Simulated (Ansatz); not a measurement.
# CH5ISSi: a ladder of functionals and wavefunction methods

How much do the methods differ for CH5ISSi? The plan is to run it at one geometry with functionals of several rungs and with coupled cluster, and see how far each lands from CCSD(T) at the basis-set limit for the atomisation energy.

The runs use Ansatz 0.2.0, Gaussian basis; functionals in def2-TZVPP, the program's frozen cores in correlated methods.

Levels to be run: LDA (SPW92), PBE-D4, revPBE-D4, BLYP-D4, r2SCAN-D4, B97M-V, PBE0-D4, B3LYP-D4, r2SCANh-D4, r2SCAN0-D4, HSE06-D4, BHLYP-D4, CAM-B3LYP-D4, LC-ωPBE, ωB97X-V, ωB97M-V, B2PLYP, PBE-QIDH; CCSD(T)/def2-SVP; CCSD(T)/def2-TZVPP; MP2/def2-QZVPP; extrapolation to the limit; RPA on PBE.

## 1. The relaxed structure

An earlier PBE0-D4 in a triple-zeta def2 set relaxation fixed the geometry. I takes the def2 core potential; no spin-orbit term is included.

9 atoms, charge 0, spin multiplicity 1.

Atoms are counted from 1 here; the program's logs count them from 0.

Bond lengths: S1–C2 1.809 Å, S1–H5 1.345 Å, C2–Si3 1.871 Å, C2–H6 1.095 Å, C2–H7 1.092 Å, Si3–I4 2.447 Å, Si3–H8 1.480 Å, Si3–H9 1.485 Å. Angles: C2–S1–H5 96.8°, S1–C2–Si3 112.8°, S1–C2–H6 105.6°, S1–C2–H7 111.4°, Si3–C2–H6 107.3°, Si3–C2–H7 111.8°, H6–C2–H7 107.5°, C2–Si3–I4 109.3°, C2–Si3–H8 110.7°, C2–Si3–H9 111.2°, I4–Si3–H8 107.9°, I4–Si3–H9 106.8°, H8–Si3–H9 110.9°.

As a file:

```csv
atom,x (Å),y (Å),z (Å)
S1,0.3956,1.9787,-0.4291
C2,0.9306,0.2841,-0.0900
Si3,-0.4540,-0.8010,0.5473
I4,-2.1871,-0.9925,-1.1689
H5,-0.6542,1.6606,-1.2072
H6,1.6751,0.3644,0.7088
H7,1.4266,-0.1577,-0.9568
H8,-1.0724,-0.2055,1.7532
H9,0.0284,-2.1774,0.8256
```

## 2. LDA

This LDA is Slater exchange with PW92 correlation.

Contents of in.yaml:

```yaml
crystal:
  periodic: [false, false, false]
  atoms:
    - {symbol: S, position_ang: [0.395625, 1.978728, -0.429074]}
    - {symbol: C, position_ang: [0.930627, 0.284134, -0.089995]}
    - {symbol: Si, position_ang: [-0.454041, -0.800983, 0.547322]}
    - {symbol: I, position_ang: [-2.187135, -0.992472, -1.168882]}
    - {symbol: H, position_ang: [-0.654225, 1.660566, -1.207210]}
    - {symbol: H, position_ang: [1.675123, 0.364356, 0.708799]}
    - {symbol: H, position_ang: [1.426562, -0.157651, -0.956761]}
    - {symbol: H, position_ang: [-1.072416, -0.205471, 1.753159]}
    - {symbol: H, position_ang: [0.028380, -2.177408, 0.825644]}
basis:
  gaussian: {orbitals: def2-TZVPP}
hamiltonian: {xc: lda}
output: {orbitals: {seedname: orbitals}}
```

The run is started by

```bash
> ansatz run in.yaml --threads 4 --pin off --events-out ev --progress --plain --max-ram 10444MiB
```

The runs that follow: PBE-D4 (GGA); revPBE-D4 (GGA); BLYP-D4 (GGA); r2SCAN-D4 (meta-GGA); B97M-V (meta-GGA); B3LYP-D4 (hybrid); r2SCANh-D4 (hybrid); r2SCAN0-D4 (hybrid); HSE06-D4 (hybrid); BHLYP-D4 (hybrid); CAM-B3LYP-D4 (range-separated); LC-ωPBE (range-separated); ωB97X-V (range-separated); ωB97M-V (range-separated); B2PLYP (double hybrid); PBE-QIDH (double hybrid); CCSD(T) in def2-SVP; CCSD(T) in def2-TZVPP; MP2 in def2-QZVPP; RPA on PBE orbitals.

Q: Predict the results of all the runs planned. Wanted: atomisation energy, CCSD(T)/CBS; farthest beyond LDA; mean size of error, GGA; mean size of error, meta-GGA; mean size of error, hybrid; mean size of error, range-separated; mean size of error, double hybrid; gap, smallest and largest; T1 diagnostic.

**Answer**, as computed:

| quantity | value |
| --- | --- |
| atomisation energy, CCSD(T)/CBS | 29.263 eV |
| functionals within 0.293 eV (1.0 %) | PBE-D4, r2SCAN-D4, B97M-V, PBE0-D4, r2SCANh-D4, HSE06-D4, CAM-B3LYP-D4, ωB97X-V, ωB97M-V |
| farthest beyond LDA | BHLYP-D4 (-0.822 eV) |
| mean size of error, GGA | 0.370 eV |
| mean size of error, meta-GGA | 0.075 eV |
| mean size of error, hybrid | 0.325 eV |
| mean size of error, range-separated | 0.248 eV |
| mean size of error, double hybrid | 0.485 eV |
| gap, smallest and largest | 4.10 eV (LDA (SPW92)), 11.20 eV (LC-ωPBE) |
| T1 diagnostic | 0.0093 |
| triples share of the correlation energy | 3.2 % |

What this shows: The LDA atomisation energy is off by 3.745 eV (13 %): it overbinds. PBE-D4 is off by +0.116 eV. Double hybrids carry the basis error of their MP2 part in triple zeta, and no dispersion term here, so their miss is partly the set-up's. The rungs meta-GGA, range-separated miss on average by less than the doubt on the reference (0.293 eV), so they tie. The reference freezes the cores and leaves out spin-orbit coupling and excitations past (T), and its outer-core shells are covered unevenly, so misses under about 0.293 eV can't be ranked. All levels share the lack of spin-orbit coupling, which lowers the free heavy atoms and so the true binding. Hartree-Fock recovers 73 % of the binding; the rest is correlation. CCSD(T) in def2-SVP is off by -2.231 eV, so the small basis spoils what the method gains. The gap grows from 4.1 to 11.2 eV across the functionals, mostly with the share of exact exchange. Correlated methods include outer-core shells of I, which these sets cover unevenly.
